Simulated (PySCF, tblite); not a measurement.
**2-(methylthio)pyridine: a rotation path, then NMR shifts on frames**

How do NMR shifts of 2-(methylthio)pyridine (`CSc1ccccn1`) change as the atoms move?

Programs: tblite 0.8.0 and PySCF 2.14.0, with density-fitted response routines of our own. Each step states its level of theory. These are calculated values for one molecule in the gas phase, unless marked as measured. Atoms count from 0, in the outputs and in this text.

## Step 1: The starting structure

15 atoms, charge 0, multiplicity 1; geometry from: GFN2-xTB.

Bonds of the start (Å): C0–S1 1.81, S1–C2 1.76, C2–C3 1.40, C3–C4 1.38, C4–C5 1.39, C5–C6 1.38, C6–N7 1.32, N7–C2 1.32, C0–H8 1.09, C0–H9 1.08, C0–H10 1.08, C3–H11 1.08, C4–H12 1.08, C5–H13 1.08, C6–H14 1.08.

## Step 2: A band between two rotamers with GFN2-xTB

Job settings and geometry (Å):

```
{"job": {"kind": "neb", "xc": "GFN2-xTB", "basis": "xTB", "atoms": [7, 2, 1, 0], "turn": 120}, "charge": 0, "multiplicity": 1}
C      2.851550    -0.314237     0.024702
S      1.873471     1.189097     0.282199
C      0.251868     0.539201     0.108130
C     -0.843497     1.394613     0.240680
C     -2.104228     0.854262     0.099578
C     -2.232287    -0.505683    -0.165236
C     -1.077679    -1.258519    -0.276912
N      0.138158    -0.753665    -0.144524
H      3.893965    -0.025593     0.111690
H      2.637727    -0.707908    -0.963476
H      2.584059    -1.041589     0.784059
H     -0.685530     2.440989     0.446343
H     -2.979552     1.480259     0.194057
H     -3.202023    -0.962510    -0.281001
H     -1.110414    -2.320728    -0.482202
```

Level: GFN2-xTB climbing-image nudged elastic band, gas phase.

The run is started by

```bash
$ OMP_NUM_THREADS=1 python probes_run.py task.json out
```

One launch serves the whole session: the jobs run in the order shown.

Standard output:

```text
image   E - E0 / eV
  0       0.0000
  1       0.0377
  2       0.1277
  3       0.2275
  4       0.2861
  5       0.2811
  6       0.2493
  7       0.2015
  8       0.1761
```

It took 2.8 s on 1 thread of Intel Xeon Platinum 8488C, shared host; peak memory 0.18 GiB.

The final band, with the dihedral N7–C2–S1–C0:

```tsv
image	dihedral (°)	energy (eV)	energy (kcal/mol)
0	0	0.000	0.0
1	21	0.038	0.9
2	43	0.128	2.9
3	66	0.227	5.2
4	90	0.286	6.6
5	113	0.281	6.5
6	136	0.249	5.7
7	157	0.202	4.6
8	177	0.176	4.1
```

## Step 3: NMR shieldings: image 0, PBE0/pcSseg-1

Job settings and geometry (Å):

```
{"job": {"kind": "nmr", "xc": "PBE0", "basis": "pcSseg-1", "pop": false}, "charge": 0, "multiplicity": 1}
C      2.851600    -0.314200     0.024700
S      1.873500     1.189100     0.282200
C      0.251900     0.539200     0.108100
C     -0.843500     1.394600     0.240700
C     -2.104200     0.854300     0.099600
C     -2.232300    -0.505700    -0.165200
C     -1.077700    -1.258500    -0.276900
N      0.138200    -0.753700    -0.144500
H      3.894000    -0.025600     0.111700
H      2.637700    -0.707900    -0.963500
H      2.584100    -1.041600     0.784100
H     -0.685500     2.441000     0.446300
H     -2.979600     1.480300     0.194100
H     -3.202000    -0.962500    -0.281000
H     -1.110400    -2.320700    -0.482200
```

Level: GIAO PBE0/pcSseg-1 NMR shielding, non-relativistic, gas phase.

Standard output:

```text
coarse grid: 13544 points
cycle   1  E = -685.1756388277  dE =  1.355e+00  |g| = 3.569e-01  |ddm| = 3.806e+00
cycle   2  E = -685.1676421983  dE =  7.997e-03  |g| = 4.268e-01  |ddm| = 7.754e-01
cycle   3  E = -685.2076875005  dE = -4.005e-02  |g| = 8.063e-02  |ddm| = 4.065e-01
cycle   4  E = -685.2090017812  dE = -1.314e-03  |g| = 3.626e-02  |ddm| = 1.167e-01
cycle   5  E = -685.2093132853  dE = -3.115e-04  |g| = 1.166e-02  |ddm| = 4.621e-02
cycle   6  E = -685.2093487227  dE = -3.544e-05  |g| = 2.756e-03  |ddm| = 1.391e-02
cycle   7  E = -685.2093503887  dE = -1.666e-06  |g| = 8.917e-04  |ddm| = 3.079e-03
final grid: 127592 points
cycle   8  E = -685.2578691193  dE = -2.595e-05  |g| = 9.996e-03  |ddm| = 3.769e-02
cycle   9  E = -685.2578472183  dE =  2.190e-05  |g| = 1.373e-02  |ddm| = 2.395e-02
cycle  10  E = -685.2578934505  dE = -4.623e-05  |g| = 2.005e-03  |ddm| = 1.544e-02
cycle  11  E = -685.2578944123  dE = -9.618e-07  |g| = 3.720e-04  |ddm| = 2.220e-03
cycle  12  E = -685.2578944466  dE = -3.434e-08  |g| = 9.594e-05  |ddm| = 4.989e-04
cycle  13  E = -685.2578944487  dE = -2.040e-09  |g| = 3.530e-05  |ddm| = 1.333e-04
cycle  14  E = -685.2578944490  dE = -3.056e-10  |g| = 1.232e-05  |ddm| = 4.383e-05
converged SCF energy = -685.2578944490

GIAO shielding tensors (ppm)
atom      isotropic    diamagn.    paramagn.     s11        s22        s33       span
  0 C      167.216     249.670     -82.454    159.752    163.759    178.137     18.385
  1 S      458.120    1056.716    -598.596    262.092    380.433    731.836    469.744
  2 C       17.650     257.502    -239.852    -66.203     -9.482    128.636    194.839
  3 C       61.051     254.223    -193.172    -45.865     60.948    168.070    213.934
  4 C       45.852     251.931    -206.079    -67.458     25.064    179.950    247.408
  5 C       64.823     257.729    -192.906    -44.626     61.307    177.788    222.414
  6 C       31.644     249.519    -217.875    -76.983     27.749    144.166    221.149
  7 N      -68.301     333.071    -401.372   -348.299   -149.335    292.731    641.030
  8 H       29.707      27.650       2.057     24.694     27.044     37.383     12.690
  9 H       28.924      30.214      -1.290     24.056     26.409     36.308     12.252
 10 H       28.931      30.218      -1.286     24.065     26.411     36.318     12.252
 11 H       24.343      31.626      -7.283     20.382     23.095     29.552      9.170
 12 H       24.017      29.663      -5.646     20.874     24.308     26.870      5.995
 13 H       24.747      30.372      -5.625     22.150     24.674     27.416      5.267
 14 H       23.017      30.592      -7.574     18.676     23.492     26.884      8.208
```

It took 28 s on 1 thread of Intel Xeon Platinum 8488C, shared host; peak memory 0.81 GiB.

The references, computed at this level on geometries of the same kind, shield at (ppm): 1H TMS 31.72, 13C TMS 186.9, 15N NH3 267.7, 33S CS2 504. Their shielding less the atom's gives the shift. The references are single molecules in the gas phase, so shifts against H2O, NH3, PH3, H3PO4 or CFCl3 are not on the usual liquid scales and can be off by tens of ppm. Each atom is listed at this fixed geometry, with no averaging over motion; a spectrum would average atoms that exchange fast.

```tsv
atoms	environment	σ (ppm)	δ (ppm)
C2	aromatic carbon bearing sulfur	17.7	169.3
C6	aromatic CH next to a ring nitrogen	31.6	155.3
C4	aromatic CH	45.9	141.1
C3	aromatic CH	61.1	125.9
C5	aromatic CH	64.8	122.1
C0	methyl carbon bonded to S	167.2	19.7
H14	hydrogen on an aromatic CH next to a ring nitrogen	23.02	8.70
H12	hydrogen on an aromatic CH	24.02	7.70
H11	hydrogen on an aromatic CH	24.34	7.37
H13	hydrogen on an aromatic CH	24.75	6.97
H9	hydrogen on a methyl carbon bonded to S	28.92	2.79
H10	hydrogen on a methyl carbon bonded to S	28.93	2.79
H8	hydrogen on a methyl carbon bonded to S	29.71	2.01
S1	sulfide sulfur	458	46
N7	pyridine-type ring nitrogen	-68.3	336.0
```

Ring of atoms C2, C3, C4, C5, C6, N7: NICS(0) -6.2, NICS(1) -10.1, NICS(1)zz -24.8 ppm (means of both faces).

The fields below are evaluated on a grid from the run's orbitals.

Frontier orbitals at PBE0/pcSseg-1, with the share of their density that lies nearest to each atom:

```tsv
orbital	energy (eV)	lies on
HOMO	-6.29	S1 55 %; C3, C5 about 10 % each
LUMO	-0.78	C4 25 %; N7 21 %; C3, C6 about 14 % each
```

ELF in a plane through or near 13 of the atoms.

Ten even steps from ' ' (0.00) to '@' (1.00):
```
                                                        
                                                        
                                                        
                  ::::..    ==@@%%--                    
              ..==####++    @@@@@@%%                    
              ::**@@@@##    %%@@@@##    ====            
              ::##--..==::  ++####==..%%@@@@##          
        ----  ..++==**..**==##::==%%++@@@@@@%%          
      ++@@@@@@++##==..##**--########**%%@@@@++          
      %%@@@@@@==--##--::==--++::..++++**::              
      ++@@@@%%::::==    ##%%##::..++****::              
        ..::--++**--  **%%**++######**##@@@@++          
              ..::    ##@@####..--%%++@@@@@@%%..        
                      ++**::--####==..%%@@@@**          
                            %%@@@@##    ====            
                            @@@@@@%%..                  
                            **@@@@++                    
                                                        
                                                        
                                                        
```
The map spans 13.0 Å across and 10.1 Å up, centred on the molecule. Atoms in the plane (x, y in Å): C0 (-2.9, -0.1), S1 (-1.8, 1.4), C2 (-0.2, 0.6), C3 (1.0, 1.3), C4 (2.2, 0.7), C5 (2.2, -0.7), C6 (1.0, -1.4), N7 (-0.2, -0.8), H8 (-3.9, 0.3), H11 (0.9, 2.4), H12 (3.1, 1.3), H13 (3.1, -1.2), H14 (0.9, -2.5).

On the surface of density 0.002 e/bohr³ the electrostatic potential runs, from the 1st to the 99th percentile, from -1.09 V near N7 to 1.03 V near H12.

## Step 4: Nuclear shieldings: image 2, PBE0/pcSseg-1

Job settings and geometry (Å):

```
{"job": {"kind": "nmr", "xc": "PBE0", "basis": "pcSseg-1", "pop": false}, "charge": 0, "multiplicity": 1}
C      2.839900    -0.174100    -0.154200
S      1.851500     0.928500     0.894600
C      0.230800     0.363700     0.462000
C     -0.762000     1.313600     0.242500
C     -2.016800     0.866900    -0.123300
C     -2.240000    -0.501200    -0.219300
C     -1.184000    -1.356700     0.051100
N      0.029800    -0.939000     0.367300
H      3.881700     0.032800     0.064900
H      2.619400     0.064300    -1.190700
H      2.588400    -1.204300     0.069500
H     -0.526900     2.360500     0.344400
H     -2.802900     1.574900    -0.340400
H     -3.205500    -0.890200    -0.502800
H     -1.307800    -2.431700     0.012300
```

Level: GIAO PBE0/pcSseg-1 NMR shielding, non-relativistic, gas phase.

Standard output:

```text
coarse grid: 13544 points
cycle   1  E = -685.1734731189  dE =  1.342e+00  |g| = 3.461e-01  |ddm| = 3.797e+00
cycle   2  E = -685.1700158482  dE =  3.457e-03  |g| = 3.986e-01  |ddm| = 7.725e-01
cycle   3  E = -685.2043851869  dE = -3.437e-02  |g| = 7.688e-02  |ddm| = 3.694e-01
cycle   4  E = -685.2055354239  dE = -1.150e-03  |g| = 3.428e-02  |ddm| = 1.075e-01
cycle   5  E = -685.2058047691  dE = -2.693e-04  |g| = 1.137e-02  |ddm| = 4.587e-02
cycle   6  E = -685.2058384141  dE = -3.364e-05  |g| = 2.883e-03  |ddm| = 1.411e-02
cycle   7  E = -685.2058403300  dE = -1.916e-06  |g| = 8.185e-04  |ddm| = 3.235e-03
final grid: 127592 points
cycle   8  E = -685.2536887411  dE = -2.798e-05  |g| = 9.440e-03  |ddm| = 3.636e-02
cycle   9  E = -685.2536733346  dE =  1.541e-05  |g| = 1.229e-02  |ddm| = 2.265e-02
cycle  10  E = -685.2537104824  dE = -3.715e-05  |g| = 1.751e-03  |ddm| = 1.403e-02
cycle  11  E = -685.2537112126  dE = -7.302e-07  |g| = 3.905e-04  |ddm| = 2.056e-03
cycle  12  E = -685.2537112509  dE = -3.830e-08  |g| = 7.900e-05  |ddm| = 4.972e-04
cycle  13  E = -685.2537112523  dE = -1.398e-09  |g| = 2.893e-05  |ddm| = 1.158e-04
cycle  14  E = -685.2537112525  dE = -1.889e-10  |g| = 1.100e-05  |ddm| = 3.657e-05
converged SCF energy = -685.2537112525

GIAO shielding tensors (ppm)
atom      isotropic    diamagn.    paramagn.     s11        s22        s33       span
  0 C      164.984     250.333     -85.348    147.048    161.787    186.118     39.070
  1 S      470.269    1056.497    -586.229    279.194    395.093    736.520    457.326
  2 C       17.220     256.401    -239.181    -72.295     -0.765    124.720    197.015
  3 C       54.977     255.133    -200.156    -53.271     56.528    161.674    214.945
  4 C       45.201     252.259    -207.058    -67.559     23.842    179.319    246.879
  5 C       62.146     257.844    -195.698    -47.286     55.526    178.199    225.485
  6 C       31.147     249.966    -218.819    -77.205     26.042    144.604    221.810
  7 N      -83.642     331.659    -415.301   -378.303   -163.883    291.261    669.564
  8 H       29.738      28.081       1.657     25.098     26.578     37.538     12.439
  9 H       29.301      30.304      -1.003     24.117     27.659     36.126     12.010
 10 H       28.170      30.144      -1.974     22.261     27.270     34.980     12.719
 11 H       24.092      32.061      -7.969     20.239     22.635     29.402      9.163
 12 H       23.990      29.954      -5.964     20.869     24.182     26.917      6.048
 13 H       24.615      30.309      -5.694     22.086     24.445     27.313      5.227
 14 H       22.934      30.215      -7.281     18.826     23.380     26.595      7.769
```

It took 21 s on 1 thread of Intel Xeon Platinum 8488C, shared host; peak memory 0.8 GiB.

In short: δ C2 169.7, C6 155.8, C4 141.7, C3 131.9, H14 8.78, H12 7.73 ppm.

(Part 1 of 2 ends here.)
